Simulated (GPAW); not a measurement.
TeAs2:

```
CELL_PARAMETERS angstrom
-3.55645 3.55645 2.94052
3.55645 -3.55645 2.94052
3.55645 3.55645 -2.94052
ATOMIC_POSITIONS crystal
Te 0.00000 0.00000 0.00000
Te 0.75000 0.25000 0.50000
As 0.87500 0.62500 0.25000
As 0.37500 0.62500 0.75000
As 0.37500 0.12500 0.75000
As 0.37500 0.62500 0.25000
```

The cell comes from a database or a generator and needn't be the stable form of this composition.

Base run:

| Quantity | Value |
| --- | --- |
| Program | GPAW 26.7.0 |
| Functional | PBEsol |
| Potentials or basis | PAW data sets generated in the run's folder for this functional |
| Cutoff | 600 eV |
| Basis | pw |
| k mesh | 6 × 6 × 6 |
| Occupations | fermi-dirac, width 0.05 eV |
| Spin | no spin polarisation |

Its results: pressure -4.2 GPa.

Q: The run is repeated on the same cell with these changes: k mesh from 6 × 6 × 6 to 5 × 5 × 5. What comes out?

A: Pressure -3.7 GPa.

Not every run made on this cell is shown here.
